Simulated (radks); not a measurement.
**Exchange and kinetic functionals tested on atomic densities: Hg⁺, Xe³⁺, S⁴⁺, Cl²⁺, Mn, Li²⁺**

An exercise on one series of results from a longer session: the logs are not shown, and one member is left open.

Method: non-relativistic Kohn-Sham, LDA (Slater exchange, Perdew-Wang correlation), spin-polarised, spherical densities, point nucleus; open shells are filled with parallel spins first. Code: radks (a radial shooting solver on a logarithmic mesh, Libxc functionals) version 1.

### The system

```
species : Hg⁺ ([Xe] 4f14 5d10 6s1), Xe³⁺ ([Kr] 4d10 5s2 5p3), S⁴⁺ ([Ne] 3s2), Cl²⁺ ([Ne] 3s2 3p3), Mn ([Ar] 3d5 4s2), Li²⁺ (1s1)
```

Set-up of the first run:

The run's settings:

```text
Z 80
configuration [Xe] 4f14 5d10 6s1
relativity non-relativistic
functional lda,pw
spin polarised
nucleus point
```

Command:

```console
$ python run_ks.py task.json out
```

All runs below come from this command, one after another.

Among the steps run: Hg⁺, [Xe] 4f14 5d10 6s1.

One of the session's tables, all rows but one given; the rest of the session is left out.

It belongs to the step «Hg⁺, [Xe] 4f14 5d10 6s1». Radial moments (bohr):

```
  level     <r>  outermost maximum (interpolated)  90 % within  nodes
  5s up  0.9997                             0.914         1.43      4
5s down  0.9994                             0.914         1.43      4
  5p up   1.084                             0.966         1.57      3
5p down   1.083                             0.966         1.57      3
  5d up   1.449                              1.15         2.24      2
5d down   1.438                              1.15         2.21      2
  6s up       ?                                 ?            ?      ?
6s down   2.822                              2.41         4.14      5
```

Estimate the missing values for 6s up.

The run gave: <r>: 2.813; outermost maximum (interpolated): 2.42; 90 % within: 4.11; nodes: 5. In the column «<r>» it lies between 5d up (1.449) and 6s down (2.822).
